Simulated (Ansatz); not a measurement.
The first iterations of a band of a periodic cell of 22 atoms, H₃C₁₈N (surface graphene monolayer, adsorbate NH3).

Computed with Ansatz 0.2.0, DFT LDA, scalar-relativistic, plane waves, PAW. Settings: cutoff 420 eV, k mesh 2x2x1, gaussian smearing 0.02 eV, no spin polarisation.

- movable images: 5
- climbing image: yes
- spring: 5.0 eV/Å²
- optimiser: quadratic models (default)
- start path: IDPP
- force threshold: 0.03 eV/Å
- iteration limit: 77
- end points: relaxed

Image 0:

```xyz
22
Lattice="7.3980 0.0000 0.0000 -3.6990 6.4069 0.0000 0.0000 0.0000 11.0000" Properties=species:S:1:pos:R:3
C 0.027 0.087 0.751
C 1.259 0.786 0.752
C -1.207 2.222 0.753
C 0.026 2.920 0.752
C -2.440 4.357 0.753
C -1.208 5.057 0.755
C 2.492 0.087 0.753
C 3.724 0.786 0.752
C 1.260 2.222 0.749
C 2.491 2.921 0.746
C 0.027 4.357 0.753
C 1.259 5.057 0.747
C 4.958 0.087 0.751
C 6.190 0.786 0.752
C 3.725 2.222 0.749
C 4.957 2.920 0.752
C 2.493 4.357 0.741
C 3.724 5.056 0.748
N 2.326 4.112 3.779
H 2.271 4.272 4.787
H 3.135 4.633 3.431
H 1.499 4.542 3.355
```

Image 6:

```xyz
22
Lattice="7.3980 0.0000 0.0000 -3.6990 6.4069 0.0000 0.0000 0.0000 11.0000" Properties=species:S:1:pos:R:3
C 0.018 0.099 0.909
C 1.238 0.810 0.835
C -1.266 2.221 0.971
C 0.005 2.955 1.255
C -2.462 4.394 0.909
C -1.236 5.095 0.834
C 2.468 0.106 0.796
C 3.698 0.816 0.799
C 1.268 2.235 0.918
C 2.454 2.922 0.923
C 0.012 4.409 0.917
C 1.200 5.093 0.921
C 4.928 0.109 0.839
C 6.148 0.821 0.910
C 3.701 2.235 0.840
C 4.928 2.935 0.910
C 2.455 4.370 1.346
C 3.728 5.104 0.981
N 2.340 4.307 2.821
H 0.062 2.989 2.377
H 3.157 3.826 3.212
H 2.322 5.257 3.207
```

| iteration | highest image above the first end (eV) | largest band force component (eV/Å) |
| --- | --- | --- |
| 1 | 5.390 | 5.114 |
| 2 | 4.510 | 4.360 |
| 3 | 3.586 | 3.218 |
| 4 | 3.104 | 2.996 |
| 5 | 2.525 | 5.768 |
| 6 | 2.413 | 1.378 |
| 7 | 2.287 | 1.226 |

Q: Does the band converge within its limit, and where does its top end?

A: It converged. It ended after 22 iterations with the highest image 2.506 eV above the first end. The profile has 2 maxima (images 2, 5) with wells between them (image 3): this band takes more than one step, which may be the mechanism or a detour left from its start path. Neighbouring images differ by up to 2.4 eV, so the band resolves the path poorly. By the program's own check the climbing image is of a kind that is not told: the force calls were inconclusive, a negative curvature could not be distinguished from the path's own, the only one lies far off the path, or fixed occupations may fill a level only in part (lowest curvatures found: -5.72 and 0.42 eV/Å²). Limits of this set-up: slab without dipole correction, no dispersion correction for a molecule that may bind weakly.

The run took 15 min on 1 thread of Intel(R) Xeon(R) Platinum 8488C (Sapphire Rapids) (shared host), peak memory 0.92 GiB.
